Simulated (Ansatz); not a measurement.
# C2H6AlNO: the cost of one run

Program: Ansatz 0.2.0. Level of theory: RKS PBE0-D4/def2-SVP. These are calculated values, not measurements.

**1. The system as given**

Bond lengths: N1–C2 1.423 Å, C2–Al3 1.981 Å, C2–C4 1.445 Å, C4–O5 1.279 Å, N1–H6 1.048 Å, N1–H7 1.094 Å, C2–H8 1.151 Å, Al3–H9 1.612 Å, Al3–H10 1.623 Å, C4–H11 1.061 Å. Angles (14 of 15 angles, heavy atoms first): N1–C2–Al3 108.3°, N1–C2–C4 115.1°, Al3–C2–C4 110.1°, C2–C4–O5 121.2°, N1–C2–H8 108.7°, Al3–C2–H8 105.8°, C4–C2–H8 108.4°, C2–N1–H6 112.5°, C2–N1–H7 107.6°, C2–Al3–H9 121.5°, C2–Al3–H10 120.5°, C2–C4–H11 125.3°, O5–C4–H11 113.2°, H6–N1–H7 103.0°.

As a file:

```xyz
11

N    -0.2973    1.3086    0.6535
C     0.1917    0.3479   -0.2757
Al    1.2324   -1.0101    0.7221
C    -0.8202   -0.2962   -1.0810
O    -1.8124   -0.8977   -0.5430
H    -1.0524    0.9220    1.2697
H    -0.8172    2.0850    0.0848
H     0.9429    0.8630   -0.9793
H     0.5592   -1.8974    1.8872
H     2.8139   -1.2199    0.4224
H    -0.8753   -0.2624   -2.1401
```

**2. Relaxing end A**

File input.yaml:

```yaml
crystal:
  periodic: [false, false, false]
  atoms:
    - { symbol: "N", position_ang: [-0.2973, 1.3086, 0.6535] }
    - { symbol: C, position_ang: [0.1917, 0.3479, -0.2757] }
    - { symbol: Al, position_ang: [1.2324, -1.0101, 0.7221] }
    - { symbol: C, position_ang: [-0.8202, -0.2962, -1.081] }
    - { symbol: O, position_ang: [-1.8124, -0.8977, -0.543] }
    - { symbol: H, position_ang: [-1.0524, 0.922, 1.2697] }
    - { symbol: H, position_ang: [-0.8172, 2.085, 0.0848] }
    - { symbol: H, position_ang: [0.9429, 0.863, -0.9793] }
    - { symbol: H, position_ang: [0.5592, -1.8974, 1.8872] }
    - { symbol: H, position_ang: [2.8139, -1.2199, 0.4224] }
    - { symbol: H, position_ang: [-0.8753, -0.2624, -2.1401] }
basis:
  gaussian: { orbitals: def2-SVP }
hamiltonian:
  xc: pbe0
  dispersion: d4
relax:
  f_tol: 0.015
  max_steps: 40
output:
  orbitals: {}
```

The run is started by

```console
ansatz run input.yaml --threads 2 --pin off --max-ram 3072MiB --backend cpu --events-out ev --progress --plain --runs-dir out
```

Q: Estimate wall time and peak memory on 2 threads of Arm Neoverse V1, shared host.

About 53 s, with a peak of 0.21 GiB.
